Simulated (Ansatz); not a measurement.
# CH₇BO₃Si: one species, many methods

Aim: compute CH₇BO₃Si with functionals from several rungs and with coupled cluster. The yardstick is the atomisation energy at the CCSD(T) limit.

Computed with Ansatz 0.2.0, Gaussian basis. Level: functionals in def2-TZVPP, the program's frozen cores in correlated methods.

Levels to be run: PBE-D4, r2SCAN-D4, PBE0-D4, B3LYP-D4, ωB97X-V, ωB97M-V, B2PLYP; CCSD(T)/def2-TZVPP; MP2/def2-QZVPP; extrapolation to the limit.

## Step 1: The geometry

An earlier PBE0-D4 in a triple-zeta def2 set relaxation fixed the geometry.

SMILES `OB(O)OC[SiH3]`, 13 atoms, charge 0, spin multiplicity 1.

Atoms are counted from 1 here; the program's logs count them from 0.

Bond lengths: O1–B2 1.372 Å, O1–H7 0.959 Å, B2–O3 1.360 Å, B2–O4 1.368 Å, O3–H8 0.959 Å, O4–C5 1.414 Å, C5–Si6 1.892 Å, C5–H9 1.100 Å, C5–H10 1.100 Å, Si6–H11 1.488 Å, Si6–H12 1.484 Å, Si6–H13 1.484 Å. Angles: B2–O1–H7 114.3°, O1–B2–O3 119.3°, O1–B2–O4 124.2°, O3–B2–O4 116.5°, B2–O3–H8 111.7°, B2–O4–C5 121.1°, O4–C5–Si6 108.8°, O4–C5–H9 111.3°, O4–C5–H10 111.3°, Si6–C5–H9 109.0°, Si6–C5–H10 109.0°, H9–C5–H10 107.3°, C5–Si6–H11 108.1°, C5–Si6–H12 109.9°, C5–Si6–H13 109.9°, H11–Si6–H12 109.5°, H11–Si6–H13 109.5°, H12–Si6–H13 109.9°.

## Step 2: PBE-D4 (GGA)

File in.yaml:

```yaml
crystal:
  periodic: [false, false, false]
  atoms:
    - {symbol: O, position_ang: [0.598665, -2.335571, 0.451682]}
    - {symbol: B, position_ang: [0.418349, -1.572938, -0.674078]}
    - {symbol: O, position_ang: [0.586363, -2.141706, -1.898045]}
    - {symbol: O, position_ang: [0.074181, -0.249503, -0.659197]}
    - {symbol: C, position_ang: [-0.122507, 0.440090, 0.559655]}
    - {symbol: Si, position_ang: [-0.580319, 2.235404, 0.178274]}
    - {symbol: H, position_ang: [0.461949, -1.863074, 1.274827]}
    - {symbol: H, position_ang: [0.825363, -3.068172, -1.828509]}
    - {symbol: H, position_ang: [0.786787, 0.425977, 1.177992]}
    - {symbol: H, position_ang: [-0.928521, -0.017074, 1.151929]}
    - {symbol: H, position_ang: [-0.781547, 2.944983, 1.471052]}
    - {symbol: H, position_ang: [0.517207, 2.886819, -0.578821]}
    - {symbol: H, position_ang: [-1.835568, 2.279866, -0.611958]}
basis:
  gaussian: {orbitals: def2-TZVPP}
hamiltonian: {xc: pbe, dispersion: d4}
output: {forces: true, orbitals: {seedname: orbitals}}
```

Command:

```console
$ ansatz run in.yaml --threads 2 --pin off --events-out ev --progress --plain --max-ram 22528MiB --backend cuda --devices 0, --max-vram 18GiB
```

After this run come: r2SCAN-D4 (meta-GGA); PBE0-D4 (hybrid); B3LYP-D4 (hybrid); ωB97X-V (range-separated); ωB97M-V (range-separated); B2PLYP (double hybrid); CCSD(T) in def2-TZVPP; MP2 in def2-QZVPP.

Q: Predict the results of all the runs planned. Wanted: atomisation energy, CCSD(T)/CBS; farthest; mean size of error, hybrid; mean size of error, range-separated; gap, smallest and largest; T1 diagnostic; triples share of the correlation energy.

As calculated:

| quantity | value |
| --- | --- |
| atomisation energy, CCSD(T)/CBS | 52.851 eV |
| functionals within 0.264 eV (0.5 %) | r2SCAN-D4, B3LYP-D4, ωB97X-V, ωB97M-V |
| farthest | PBE-D4 (+0.745 eV) |
| mean size of error, hybrid | 0.222 eV |
| mean size of error, range-separated | 0.094 eV |
| gap, smallest and largest | 6.45 eV (PBE-D4), 13.11 eV (ωB97X-V) |
| T1 diagnostic | 0.0120 |
| triples share of the correlation energy | 3.5 % |

In words: PBE-D4 is off by +0.745 eV. Double hybrids carry the basis error of their MP2 part in triple zeta, and no dispersion term here, so their miss is partly the set-up's. The reference freezes the cores and leaves out relativity and excitations past (T), so misses under about 0.264 eV can't be ranked. Hartree-Fock recovers 73 % of the binding; the rest is correlation. Orbital gaps span 6.4 to 13.1 eV; exact exchange widens them.
